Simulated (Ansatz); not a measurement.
# BC7: the cost of one run

Method: DFT PBE, scalar-relativistic, plane waves, PAW, unless a step names another level, in Ansatz 0.2.0.

## Step 1: Starting point

The structure is hexagonal, space group P6/mmm (No. 191). Conventional cell: a = 5.046 Å, b = 5.046 Å, c = 8.631 Å, α = 90.00°, β = 90.00°, γ = 120.00°. B (site symmetry -6m2) is surrounded by 3 C at 1.52 Å. C (site symmetry mm2) has 3 C at 1.46 Å in its first shell of neighbours. C (site symmetry -6m2) has 3 C at 1.46 Å in its first shell of neighbours. C (site symmetry mm2) has 2 C at 1.39 Å and 1 B at 1.52 Å in its first shell of neighbours.

Coordinates:

```xyz
16
Lattice="5.0465 0.0000 0.0000 -2.5232 4.3704 0.0000 0.0000 0.0000 8.6307" Properties=species:S:1:pos:R:3 pbc="T T T"
B     0.0000    2.9136    0.0000
B     2.5232    1.4568    0.0000
C     3.7850    0.7283    4.3154
C     1.2618    3.6421    4.3154
C     0.0000    2.9136    4.3154
C     2.5232    2.9138    4.3154
C    -1.2618    3.6421    4.3154
C     2.5232    1.4568    4.3154
C     1.2615    0.7283    4.3154
C     0.0000    1.4566    4.3154
C     2.5232    2.9758    0.0000
C     1.3155    3.6731    0.0000
C     3.8387    0.6973    0.0000
C     0.0000    1.3946    0.0000
C     1.2078    0.6973    0.0000
C    -1.3155    3.6731    0.0000
```

It came out lowest among 25 distinct ends of the trial cells. At a tolerance of 0.05 Å it has space group P6/mmm (No. 191).

## Step 2: A stricter relaxation, on the response runs' mesh and smearing

File input.yaml:

```yaml
crystal:
  lattice:
    - [5.0464964541, 0.0, 0.0]
    - [-2.523248227, 4.3703941294, 0.0]
    - [0.0, 0.0, 8.6307371746]
  atoms:
    - { symbol: B, position: [0.3333333333, 0.6666666667, 0.0] }
    - { symbol: B, position: [0.6666666667, 0.3333333333, 0.0] }
    - { symbol: C, position: [0.8333537449, 0.1666462551, 0.5] }
    - { symbol: C, position: [0.6667074898, 0.8333537449, 0.5] }
    - { symbol: C, position: [0.3333333333, 0.6666666667, 0.5] }
    - { symbol: C, position: [0.8333537449, 0.6667074898, 0.5] }
    - { symbol: C, position: [0.1666462551, 0.8333537449, 0.5] }
    - { symbol: C, position: [0.6666666667, 0.3333333333, 0.5] }
    - { symbol: C, position: [0.3332925102, 0.1666462551, 0.5] }
    - { symbol: C, position: [0.1666462551, 0.3332925102, 0.5] }
    - { symbol: C, position: [0.8404468968, 0.6808937936, 0.0] }
    - { symbol: C, position: [0.6808937936, 0.8404468968, 0.0] }
    - { symbol: C, position: [0.8404468968, 0.1595531032, 0.0] }
    - { symbol: C, position: [0.1595531032, 0.3191062064, 0.0] }
    - { symbol: C, position: [0.3191062064, 0.1595531032, 0.0] }
    - { symbol: C, position: [0.1595531032, 0.8404468968, 0.0] }
basis:
  ecutwfc: 420
kpoints:
  mp_grid: { grid: [6, 6, 4] }
hamiltonian:
  xc: pbe
scf:
  occupations: { method: gaussian, width: 0.1 }
output:
  forces: true
  stress: true
  eigenvalues: true
relax:
  adjacent_minimum: "off"
  f_tol: 0.001
  max_steps: 60
  cell: { stress_tol: 0.01 }
```

Run with:

```sh
ansatz run input.yaml --threads 3 --pin off --max-ram 7680MiB --backend cpu --events-out ev --progress --plain --runs-dir out
```

Q: Estimate wall time and peak memory on 3 threads of Arm Neoverse V2, shared host.

About 55 s, with a peak of 0.57 GiB.
